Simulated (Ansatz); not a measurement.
**C₃H₈SSi: small, medium and large basis sets**

The task here is to estimate one member of a computed series from the others.

Computed with Ansatz 0.2.0, Gaussian basis. Level: one geometry, several basis sets.

Levels to be run: PBE0-D4/def2-SVP; ωB97M-V/def2-SVP; PBE0-D4/def2-QZVPP; ωB97M-V/def2-QZVPP; the functionals' def2-TZVPP values are taken from earlier runs.

## The relaxed structure

All runs share one geometry, relaxed beforehand with PBE0-D4 in a triple-zeta def2 set.

13 atoms, charge 0, spin multiplicity 1.

Atoms are counted from 1 here; the program's logs count them from 0.

Bond lengths: C1–C2 1.331 Å, C1–H6 1.087 Å, C1–H7 1.087 Å, C2–Si3 1.856 Å, C2–H8 1.089 Å, Si3–C4 1.864 Å, Si3–S5 2.147 Å, Si3–H9 1.489 Å, C4–H10 1.092 Å, C4–H11 1.093 Å, C4–H12 1.092 Å, S5–H13 1.343 Å. Angles: C2–C1–H6 122.4°, C2–C1–H7 121.5°, H6–C1–H7 116.1°, C1–C2–Si3 122.4°, C1–C2–H8 118.5°, Si3–C2–H8 119.1°, C2–Si3–C4 112.8°, C2–Si3–S5 110.5°, C2–Si3–H9 106.9°, C4–Si3–S5 105.1°, C4–Si3–H9 111.1°, S5–Si3–H9 110.4°, Si3–C4–H10 110.8°, Si3–C4–H11 110.2°, Si3–C4–H12 110.9°, H10–C4–H11 108.3°, H10–C4–H12 108.2°, H11–C4–H12 108.3° and more.

The first run:

File in.yaml:

```yaml
crystal:
  periodic: [false, false, false]
  atoms:
    - {symbol: C, position_ang: [-1.448510, 1.681903, 0.560019]}
    - {symbol: C, position_ang: [-0.513930, 0.777103, 0.840526]}
    - {symbol: Si, position_ang: [0.391469, -0.160911, -0.480860]}
    - {symbol: C, position_ang: [0.243773, -2.008804, -0.284898]}
    - {symbol: S, position_ang: [2.497776, 0.245365, -0.383976]}
    - {symbol: H, position_ang: [-1.976068, 2.233102, 1.333719]}
    - {symbol: H, position_ang: [-1.728069, 1.911324, -0.464992]}
    - {symbol: H, position_ang: [-0.266381, 0.591804, 1.884948]}
    - {symbol: H, position_ang: [-0.164716, 0.286552, -1.787761]}
    - {symbol: H, position_ang: [0.629275, -2.328450, 0.685990]}
    - {symbol: H, position_ang: [-0.803461, -2.312173, -0.354433]}
    - {symbol: H, position_ang: [0.804815, -2.529605, -1.063979]}
    - {symbol: H, position_ang: [2.354428, 1.578088, -0.469404]}
basis:
  gaussian: {orbitals: def2-SVP}
hamiltonian: {xc: pbe0, dispersion: d4}
output: {orbitals: {seedname: orbitals}}
```

Among the steps run: PBE0-D4 in def2-SVP; ωB97M-V in def2-SVP; PBE0-D4 in def2-QZVPP; ωB97M-V in def2-QZVPP.

One of the session's tables, all rows but one given; the rest of the session is left out.

It belongs to the step «Functionals by basis». 

| functional | basis | HOMO (eV) |
| --- | --- | --- |
| PBE0-D4 | def2-SVP | -7.06 |
| PBE0-D4 | def2-TZVPP | -7.20 |
| PBE0-D4 | def2-QZVPP | ? |
| ωB97M-V | def2-SVP | -9.23 |
| ωB97M-V | def2-TZVPP | -9.40 |
| ωB97M-V | def2-QZVPP | -9.43 |

Q: Estimate the row for PBE0-D4, def2-QZVPP from the others.

**Answer.** HOMO (eV): -7.23. In the column «HOMO (eV)» it lies between ωB97M-V, def2-SVP (-9.23) and PBE0-D4, def2-TZVPP (-7.20).
